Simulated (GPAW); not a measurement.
# GdO (Pm-3m) in GPAW: further runs

The runs below take GdO through single point from a typed occupation, with r2SCAN+U.

All numbers are computed with GPAW 26.7.0; they aren't measurements. Logs are shortened: lines on timing, memory, paths and dates and some standing lists are left out, and cuts for length are marked. The log counts tension as positive stress, the text compression.

## Step 1: The crystal as given

The structure is cubic, space group Pm-3m (No. 221). Conventional cell: a = 2.802 Å, b = 2.802 Å, c = 2.802 Å, α = 90.00°, β = 90.00°, γ = 90.00°. Gd (site symmetry m-3m) has 8 O at 2.43 Å as nearest neighbours. Around O (site symmetry m-3m) lie 8 Gd at 2.43 Å.

The cell comes from a database or a generator and needn't be the stable form of this composition.

## Step 2: Single point from a typed occupation, r2SCAN+U, collinear spin, ferromagnetic start

File run.py:

```python
import numpy as np
from ase.io import read
from ase.units import Ha
from gpaw import PW
from gpaw.dft import DFT
from gpaw.hubbard import aoom

atoms = read('GdO.xyz')
atoms.set_initial_magnetic_moments([7.0, 0.0])

def hold(setup, l, U, n_smm):
    """Build the Hubbard potential of this atom from a typed occupation matrix."""
    free = setup.hubbard_u.calculate

    def calculate(setup, D_sii):
        energy, dH_sii = free(setup, D_sii)
        m = 2 * l + 1
        first = np.cumsum([0] + [2 * x + 1 for x in setup.l_j])
        blocks = [slice(first[j], first[j] + m) for j, x in enumerate(setup.l_j) if x == l]
        for s, n_mm in enumerate(n_smm):
            _, V_ii = aoom(D_sii[s], l, setup.l_j, setup.n_j, setup.N0_q)
            for i1 in blocks:
                for i2 in blocks:
                    V_ii[i1, i2] *= U / Ha / 2 * (np.eye(m) - 2 * np.array(n_mm))
            dH_sii[s] = V_ii
        return energy, dH_sii

    setup.hubbard_u.calculate = calculate
    return free

# occupation matrices [spin][m][m'] in real spherical harmonics, m = -l ... l
start = {
    0: [[[1.0, 0.0, 0.0, 0.0, 0.0, 0.0, 0.0],
         [0.0, 1.0, 0.0, 0.0, 0.0, 0.0, 0.0],
         [0.0, 0.0, 1.0, 0.0, 0.0, 0.0, 0.0],
         [0.0, 0.0, 0.0, 1.0, 0.0, 0.0, 0.0],
         [0.0, 0.0, 0.0, 0.0, 1.0, 0.0, 0.0],
         [0.0, 0.0, 0.0, 0.0, 0.0, 1.0, 0.0],
         [0.0, 0.0, 0.0, 0.0, 0.0, 0.0, 1.0]],
        [[0.0, 0.0, 0.0, 0.0, 0.0, 0.0, 0.0],
         [0.0, 0.0, 0.0, 0.0, 0.0, 0.0, 0.0],
         [0.0, 0.0, 0.0, 0.0, 0.0, 0.0, 0.0],
         [0.0, 0.0, 0.0, 0.0, 0.0, 0.0, 0.0],
         [0.0, 0.0, 0.0, 0.0, 0.0, 0.0, 0.0],
         [0.0, 0.0, 0.0, 0.0, 0.0, 0.0, 0.0],
         [0.0, 0.0, 0.0, 0.0, 0.0, 0.0, 0.0]]],
}

dft = DFT(atoms,
          mode=PW(600),
          xc='MGGA_X_R2SCAN+MGGA_C_R2SCAN',
          kpts={'size': (7, 7, 7), 'gamma': True},
          occupations={'name': 'methfessel-paxton', 'order': 0, 'width': 0.05},
          setups={0: ':f,7.0'},
          nbands=28,
          convergence={'density': 0.0001, 'energy': 1e-05},
          maxiter=120,
          symmetry={'point_group': False},
          converge=False,
          txt='gpaw.txt')
free = {a: hold(dft.setups[a], l, 7, start[a]) for a, l in {0: 3}.items()}
dft.converge(steps=11)
for a, calculate in free.items():
    dft.setups[a].hubbard_u.calculate = calculate
dft.converge()
print(f'Energy: {dft.calculate_energy():.6f} eV')
print('Forces (eV/A):')
print(dft.calculate_forces().round(4))
print('Stress (eV/A^3):', dft.calculate_stress().round(6))
print('Moments:', dft.magmoms()[1][:, 2].round(3))
dft.write_converged()
dft.write_gpw_file('gs.gpw')
for a, l in {0: 3}.items():
    setup = dft.setups[a]
    for s, D_ii in enumerate(dft.density.D_asii[a]):
        n_mm = aoom(D_ii, l, setup.l_j, setup.n_j, setup.N0_q)[0]
        print(f'atom {a} spin {s} trace {n_mm.trace():.4f} eigenvalues', *np.linalg.eigvalsh(n_mm).round(3))
        np.savetxt(f'occupation-{a}-{s}.dat', n_mm, fmt='%8.4f')
```

File GdO.xyz:

```xyz
2
Lattice="2.8018137600 0.0000000000 0.0000000000 0.0000000000 2.8018137600 0.0000000000 0.0000000000 0.0000000000 2.8018137600" Properties=species:S:1:pos:R:3 pbc="T T T"
Gd     0.0000000000      0.0000000000      0.0000000000
O      1.4009068800      1.4009068800      1.4009068800
```

Potentials or basis: GPAW PAW data sets (gpaw-data 1.2.1), pw.

Launch:

```sh
$ OMP_NUM_THREADS=1 python run.py
```

gpaw.txt:

```text
Diagonalizing LCAO Hamiltonian
Converting LCAO to pw mode
   .------.
  /|      |
 * |      |
 | .-O----.
 |/      /
 Gd-----*

Atoms  # Å, Bohr magnetons
|   | symbol |        x |        y |        z |    initial magnetic moments |
|---|--------|----------|----------|----------|-----------------------------|
| 0 |     Gd | 0.000000 | 0.000000 | 0.000000 | ( 0.0000,  0.0000,  7.0000) |
| 1 |      O | 1.400907 | 1.400907 | 1.400907 | ( 0.0000,  0.0000,  0.0000) |

Unit cell  # Å
| periodic |        x |        y |        z |  lengths |    angles |
|----------|----------|----------|----------|----------|-----------|
|      yes | 2.801814 | 0.000000 | 0.000000 | 2.801814 | 90.000000 |
|      yes | 0.000000 | 2.801814 | 0.000000 | 2.801814 | 90.000000 |
|      yes | 0.000000 | 0.000000 | 2.801814 | 2.801814 | 90.000000 |

Number of symmetries: 1
Symmetry operations  # r_c * U_cc + t_c -> r_c
|   | kind |            matrix            |
|---|------|------------------------------|
| 0 |  E   |  1, 0, 0,  0, 1, 0,  0, 0, 1 |

BZ-sampling:
  Number of BZ points: 343
  Number of IBZ points: 172

  Monkhorst-Pack size: [7, 7, 7]
  Monkhorst-Pack shift: [0, 0, 0]

K-points  # in reciprocal-cell coordinates
|     |                                coordinates |     weight |
|-----|--------------------------------------------|------------|
|   0 | (  0.00000000,   0.00000000,   0.00000000) | 0.00291545 |
|   1 | (  0.00000000,   0.00000000,   0.14285714) | 0.00583090 |
|   2 | (  0.00000000,   0.00000000,   0.28571429) | 0.00583090 |
|   3 | (  0.00000000,   0.00000000,   0.42857143) | 0.00583090 |
|   4 | (  0.00000000,   0.14285714,  -0.42857143) | 0.00583090 |
|   5 | (  0.00000000,   0.14285714,  -0.28571429) | 0.00583090 |
|   6 | (  0.00000000,   0.14285714,  -0.14285714) | 0.00583090 |
|   7 | (  0.00000000,   0.14285714,   0.00000000) | 0.00583090 |
|   8 | (  0.00000000,   0.14285714,   0.14285714) | 0.00583090 |
|   9 | (  0.00000000,   0.14285714,   0.28571429) | 0.00583090 |
| ... |                                            |            |
| 171 | (  0.42857143,   0.42857143,   0.42857143) | 0.00583090 |

Plane wave coefficients: 742
Cutoff: 600.0 eV

Spin-components: 2 (collinear spins)
Bands:           28
Projectors:      13
Spin-degeneracy: 1
Datatype:        complex128

Parallelization:
  kpt:    1
  domain: 1
  band:   1

Density:
  Valence electrons: 24.0
  Components: 2
  Grid points: [16 16 16]
  Charge: 0.0  # |e|

Potential:
  Grid points: [16 16 16]

species:
  Gd:
    name:    Gadolinium
    Z:       64.0
    valence: 18
    core:    46
    charge:  0.0  # [|e|]
    Hubbard: {U: 7.0,  # eV
              l: 3,
              scale: True}
    compensation charges:
      type: gauss
      rc: 0.35  # [Å]
      lmax: 2
    cutoffs:
      filter: 1.17  # [Å]
      core: 1.83  # [Å]
    projectors
    | kind |    occ | energy [eV] | rcut [Å] |
    |------|--------|-------------|----------|
    |   5s |  2.000 |     -49.740 |    1.164 |
    |   6s |  2.000 |      -4.126 |    1.164 |
    |   5p |  6.000 |     -27.264 |    1.164 |
    |   6p |  0.000 |      -1.333 |    1.164 |
    |   5d |  1.000 |      -2.532 |    1.164 |
    |   4f |  7.000 |      -8.689 |    1.164 |
    |    d |        |      24.679 |    1.164 |
    |    f |        |      18.522 |    1.164 |

    Using partial waves for Gd as LCAO basis

  O:
    name:    Oxygen
    Z:       8.0
    valence: 6
    core:    2
    charge:  0.0  # [|e|]
    compensation charges:
      type: gauss
      rc: 0.21  # [Å]
      lmax: 2
    cutoffs:
      filter: 1.17  # [Å]
      core: 0.83  # [Å]
    projectors
    | kind |    occ | energy [eV] | rcut [Å] |
    |------|--------|-------------|----------|
    |   2s |  2.000 |     -23.961 |    0.688 |
    |   2p |  4.000 |      -9.029 |    0.598 |
    |    s |        |       3.251 |    0.688 |
    |    p |        |      18.182 |    0.598 |
    |    d |        |       0.000 |    0.619 |

    Using partial waves for O as LCAO basis

Reference energy: -308742.426226  # eV

eigensolver:
  PPCG
  Converge bands: occupied
  niter=2

density mixing:
  MSR1-Mixer
  Pratt-step length: 0.05
  Maximum mixing coefficient: 0.75
  Old densities: 10
  SVD Regularization: 0.005
  Good broyden scale: 1.0
  Trust region scale: 1.0
  Backstep threshold: 4.0
  History deletion threshold: 6.0
  Fourier metric: weight=20.0, sigma=0.015

occupation numbers:
  Methfessel-Paxton:
    width: 0.0500  # eV
    order: 0

poisson solver:
  ecut: 4800.0  # eV

xc functional:
  name: MGGA_X_R2SCAN+MGGA_C_R2SCAN with 2 nearest neighbor stencil

convergence criteria:
- Maximum integral of absolute [dens]ity change: 0.0001 electrons / valence electron
- Maximum [total energy] change in last 3 cyles: 1e-05 eV / valence electron
- Maximum integral of absolute [eigenst]ate change: 4e-08 eV^2 / valence electron
maximum number of iterations: 120

SCF iterations
|iter     | |      energy | eigst |  dens |  magmom |
|---------|-|-------------|-------|-------|---------|
|iter:   1| |  -52.485409 | +0.01 |       |  +6.9972|
|iter:   2| |  -42.175973 | -1.45 | -0.88 |  +7.0104|
|iter:   3| |  -38.742960 | -1.31 | -0.94 |  +7.1206|
|iter:   4| |  -38.306972 | -1.99 | -1.20 |  +7.1751|
|iter:   5| |  -38.082246 | -1.73 | -1.32 |  +7.2383|
|iter:   6| |  -38.081862 | -3.71 | -1.87 |  +7.2527|
|iter:   7| |  -38.082623 | -4.39 | -2.14 |  +7.2725|
|iter:   8| |  -38.082334 | -4.84 | -2.72 |  +7.2786|
|iter:   9| |  -38.082465 | -5.96 | -3.30 |  +7.2843|
|iter:  10| |  -38.082832 | -5.30 | -3.37 |  +7.2992|
convergence criteria:
- Maximum integral of absolute [dens]ity change: 0.0001 electrons / valence electron
- Maximum [total energy] change in last 3 cyles: 1e-05 eV / valence electron
- Maximum integral of absolute [eigenst]ate change: 4e-08 eV^2 / valence electron
maximum number of iterations: 120

SCF iterations
|iter     | |      energy | eigst |  dens |  magmom |
|---------|-|-------------|-------|-------|---------|
|iter:   1| |  -38.083337 | -7.83c|       |  +7.3192|
|iter:   2| |  -38.083322 | -6.39 | -3.34 |  +7.3197|
|iter:   3| |  -38.083443c| -5.73 | -3.37 |  +7.3238|
|iter:   4| |  -38.083407c| -5.93 | -3.24 |  +7.3235|
|iter:   5| |  -38.083532c| -6.11 | -3.48 |  +7.3304|
|iter:   6| |  -38.083563c| -6.44 | -3.70 |  +7.3336|
|iter:   7| |  -38.083569c| -7.07 | -3.90 |  +7.3344|
|iter:   8| |  -38.083570c| -7.52c| -4.60c|  +7.3344|
SCF steps: 8
Energy contributions relative to reference atoms: (reference = -308742.426226)

Energy contributions:
  Kinetic:          72.990998
  Coulomb:         -59.157502
  Zero:             -1.082359
  External:          0.000000
  Xc:              -50.834322
  Entropy:          -0.000771
  Spinorbit:         0.000000
  ----------------------------
  Free energy:     -38.083956
  Extrapolated:    -38.083570

Forces  # eV/Ang
|        x |        y |        z |
|----------|----------|----------|
|  0.00000 |  0.00000 | -0.00000 |  # Gd   0
| -0.00000 | -0.00000 |  0.00000 |  # O    1

Stress tensor  # eV/Ang^3
|         x |         y |         z |
|-----------|-----------|-----------|
| -0.293933 |  0.000000 | -0.000000 |
|  0.000000 | -0.293933 |  0.000000 |
| -0.000000 |  0.000000 | -0.293933 |

Total magnetic moment: (0.000000, 0.000000, 7.334417)

Local magnetic moments
|        x |        y |         z |
|----------|----------|-----------|
| 0.000000 | 0.000000 |  7.102653 |  # Gd   0
| 0.000000 | 0.000000 | -0.035246 |  # O    1

Fermi level: 18.255
Eigenvalues  # (at kpt = [0.000, 0.000, 0.000])
| band index |      eig [eV] | occ [0-1] |      eig [eV] | occ [0-1] |
|------------|---------------|-----------|---------------|-----------|
|          0 |       -30.230 |     1.000 |       -26.508 |     1.000 |
|        ... |               |           |               |           |
|          6 |         8.711 |     1.000 |        12.974 |     1.000 |
|          7 |         8.711 |     1.000 |        12.974 |     1.000 |
|          8 |         8.772 |     1.000 |        15.631 |     1.000 |
|          9 |         8.772 |     1.000 |        15.631 |     1.000 |
|         10 |         8.772 |     1.000 |        22.605 |     0.000 |
|         11 |         8.871 |     1.000 |        22.605 |     0.000 |
|         12 |        13.188 |     1.000 |        22.605 |     0.000 |
|         13 |        13.188 |     1.000 |        22.707 |     0.000 |
|         14 |        13.188 |     1.000 |        23.178 |     0.000 |
|         15 |        14.123 |     1.000 |        23.369 |     0.000 |
|         16 |        14.123 |     1.000 |        23.369 |     0.000 |
|         17 |        21.148 |     0.000 |        23.369 |     0.000 |
|         18 |        25.439 |     0.000 |        27.100 |     0.000 |
|         19 |        25.439 |     0.000 |        27.100 |     0.000 |
|         20 |        25.439 |     0.000 |        27.100 |     0.000 |
|        ... |               |           |               |           |
|         27 |        40.302 |     0.000 |        43.055 |     0.000 |

No gap
No difference between direct/indirect transitions
Writing to gs.gpw (mode='')

  __  _  _
 | _ |_)|_||  |
 |__||  | ||/\| - 26.7.0

Input parameters:
  mode=PW(ecut=600.0),
  convergence={'density': 0.0001, 'energy': 1e-05},
  kpts=MonkhorstPack(size=(7, 7, 7), gamma=True),
  maxiter=120,
  nbands=28,
  occupations=Occupations(name='methfessel-paxton', order=0, width=0.05),
  setups={0: ':f,7.0'},
  symmetry=Symmetry(point_group=False),
  xc=XC(name='MGGA_X_R2SCAN+MGGA_C_R2SCAN')
# Writing to gs.gpw (mode='')
```

It took 17 min on 1 thread of Intel Xeon at 2.50GHz (Skylake/Cascade Lake), shared host; peak memory 1.1 GiB.

What came out:

- Free energy: -38.0840 eV
- Pressure: 47.1 GPa
- Band gap on the k mesh: none (metal or under the smearing width)
- Net moment: 7.33 μB per cell
- Site moments: Gd +7.10; O -0.04 μB

Levels at points of the mesh, in eV from the Fermi level:
Spin up:
```tsv
k point	band 14	band 15	band 16	band 17	band 18	band 19
(0.00, 0.00, 0.00)	-5.07	-5.07	-4.13	-4.13	2.89	7.18
```
Spin down:
```tsv
k point	band 6	band 7	band 8	band 9	band 10	band 11
(0.00, 0.00, 0.00)	-5.28	-5.28	-5.28	-2.62	-2.62	4.35
```

Eigenvalues of the final occupation matrices:
```tsv
site	spin	trace	eigenvalues
atom 1 	1	7.04	1.00 1.00 1.00 1.01 1.01 1.01 1.01
atom 1 	2	0.04	0.00 0.00 0.00 0.01 0.01 0.01 0.01
```

Caveat: the cutoff is short for stress and forces, so pressures can be off by a GPa or more; one-centre terms of the f shell are cut off; the occupation matrix was held by a function in the script for the first cycles and then freed; the end state hangs on it; a pressure of tens of GPa on the cell as given is suspect, and the run, the potentials or the cell itself is likely at fault; the PAW data sets were made with another functional, which shifts forces and pressure a little; spin-orbit coupling is left out, which moves the levels of the heavy elements; a cell with one magnetic atom can't hold antiferromagnetic order, which such compounds often take. The state reached can hang on the start; a lower one may exist.

(Part 1 of 3 ends here.)
